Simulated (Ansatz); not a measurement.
# CH4BNS: molecular dynamics

Purpose: to follow the molecule's vibrations and see whether its bonds hold. The start is relaxed first. Runs: 300 steps of 1 fs at constant energy, with velocities drawn for 200 K. SMILES of the start: NBC=S.

Method: RKS PBE0-D4/def2-SVP, in Ansatz 0.2.0.

### 1 The system as given

Bond lengths: N1–B2 1.461 Å, B2–C3 1.570 Å, C3–S4 1.350 Å, N1–H5 1.065 Å, N1–H6 1.074 Å, B2–H7 1.208 Å, C3–H8 1.129 Å. Angles: N1–B2–C3 120.8°, N1–B2–H7 119.5°, C3–B2–H7 119.6°, B2–N1–H5 111.8°, B2–N1–H6 110.6°, H5–N1–H6 105.3°, B2–C3–S4 124.1°, B2–C3–H8 115.5°, S4–C3–H8 120.3°.

Coordinates:

```xyz
8

N    -0.4900    1.2586   -0.3961
B     0.4416    0.3938    0.3233
C     0.3077   -1.1690    0.2515
S    -0.6185   -1.8155   -0.4886
H    -0.4985    1.0495   -1.4400
H    -1.4975    1.0881   -0.0649
H     1.3416    0.8879    0.9604
H     1.1057   -1.7505    0.7987
```

### 2 Relaxing the start

File input.yaml:

```yaml
crystal:
  periodic: [false, false, false]
  atoms:
    - { symbol: "N", position_ang: [-0.49, 1.2586, -0.3961] }
    - { symbol: B, position_ang: [0.4416, 0.3938, 0.3233] }
    - { symbol: C, position_ang: [0.3077, -1.169, 0.2515] }
    - { symbol: S, position_ang: [-0.6185, -1.8155, -0.4886] }
    - { symbol: H, position_ang: [-0.4985, 1.0495, -1.44] }
    - { symbol: H, position_ang: [-1.4975, 1.0881, -0.0649] }
    - { symbol: H, position_ang: [1.3416, 0.8879, 0.9604] }
    - { symbol: H, position_ang: [1.1057, -1.7505, 0.7987] }
basis:
  gaussian: { orbitals: def2-SVP }
hamiltonian:
  xc: pbe0
  dispersion: d4
relax:
  f_tol: 0.02
  max_steps: 40
scf:
  lower_state_search: "off"
```

Run with:

```console
$ ansatz run input.yaml --threads 1 --pin off --max-ram 2048MiB --backend cpu --events-out ev --progress --plain --runs-dir out
```

Further steps of the session: Dynamics.

Before running it: what results should come out? Wanted: relaxation of the start; temperature, first and last step; temperature, second half; potential energy, second half; largest change of the total energy; bonds formed or broken.

The runs gave:

```
                          quantity                         value
           relaxation of the start      17 moves, 4.195 eV lower
                            length             300 steps of 1 fs
  temperature, first and last step                  200 and 98 K
          temperature, second half  mean 101 K, from 51 to 157 K
     potential energy, second half   +10 meV/atom from the start
largest change of the total energy                 1.34 meV/atom
            bonds formed or broken                             0
```

In words: The temperature starts at 200 K and averages 101 K in the second half, where it ranges from 51 to 157 K; a mean near half the start is what vibrations about a minimum give, since they share energy equally between motion and strain. The total energy strays from its start by at most 1.34 meV/atom, 14 % of the mean kinetic energy, which is poor: the step of 1 fs is too long for the fastest motion. The bonding pattern survives the run. A run of 300 fs with 8 atoms shows the motion but fixes no equilibrium value. The nuclei move classically, without zero-point motion, which matters most for hydrogen.
